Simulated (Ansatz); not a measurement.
# Be3C in Ansatz: convergence with smearing width

Input of the first run (smearing width 0.3 eV); the others differ in this setting and in those tied to it:

The input input.yaml:

```yaml
crystal:
  lattice:
    - [-1.55230316, 1.55230316, 3.67172373]
    - [1.55230316, -1.55230316, 3.67172373]
    - [1.55230316, 1.55230316, -3.67172373]
  atoms:
    - { symbol: Be, position: [0.555544, 0.071647, 0.499916] }
    - { symbol: Be, position: [0.94447, 0.42181, 0.491311] }
    - { symbol: Be, position: [0.506878, 0.497545, 0.008501] }
    - { symbol: C, position: [0.251396, 0.742461, 0.489045] }
hamiltonian:
  xc: pbe
  pseudopotentials: { kind: paw }
kpoints:
  mp_grid: { grid: [7, 7, 9] }
scf:
  occupations: { method: fermi_dirac, width: 0.3 }
output:
  forces: true
  stress: true
  eigenvalues: true
```

Potentials or basis: Ansatz PAW.

The run is started by

```sh
$ ansatz run input.yaml --threads 2 --pin off --max-ram 5632MiB --backend cpu --events-out ev --progress --plain --runs-dir out
```

The cell isn't the ideal one: atoms moved at random, drawn with an rms of 0.05 Å.

The cell was built by a generator and needn't be a form met in nature.

Hardware: 2 threads of Arm Neoverse V2, with other jobs on the host.

| smearing width | energy less the tightest run, at zero smearing (meV/atom) | pressure (GPa) | largest force (eV/Å) | SCF cycles | CPU time (s) | peak memory (GiB) |
| --- | --- | --- | --- | --- | --- | --- |
| 0.3 eV | -2.52 | 29.92 | 2.545 | 8 | 10 | 0.38 |
| 0.2 eV | -2.08 | 29.55 | 2.534 | 8 | 9.7 | 0.38 |
| 0.15 eV | -1.47 | 29.42 | 2.528 | 7 | 8.3 | 0.38 |
| 0.1 eV | -0.72 | 29.33 | 2.523 | 7 | 8.2 | 0.38 |
| 0.05 eV | -0.17 | 29.27 | 2.516 | 7 | 8.3 | 0.38 |
| 0.025 eV | -0.04 | 29.22 | 2.510 | 8 | 9.6 | 0.38 |
| 0.01 eV | 0.00 | 29.19 | 2.511 | 8 | 8.9 | 0.38 |
| 0.005 eV | 0.00 | 29.18 | 2.513 | 6 | 8.2 | 0.37 |

Against the tightest run, the energy stays within 1 meV/atom from 0.1 eV on; the pressure stays within 0.1 GPa from 0.05 eV on; the largest force stays within 0.005 eV/Å from 0.05 eV on. Narrower smearing needs a denser k mesh, so at a fixed mesh the narrowest width isn't the most accurate. The tightest run that finished is the yardstick and may itself not be fully converged.
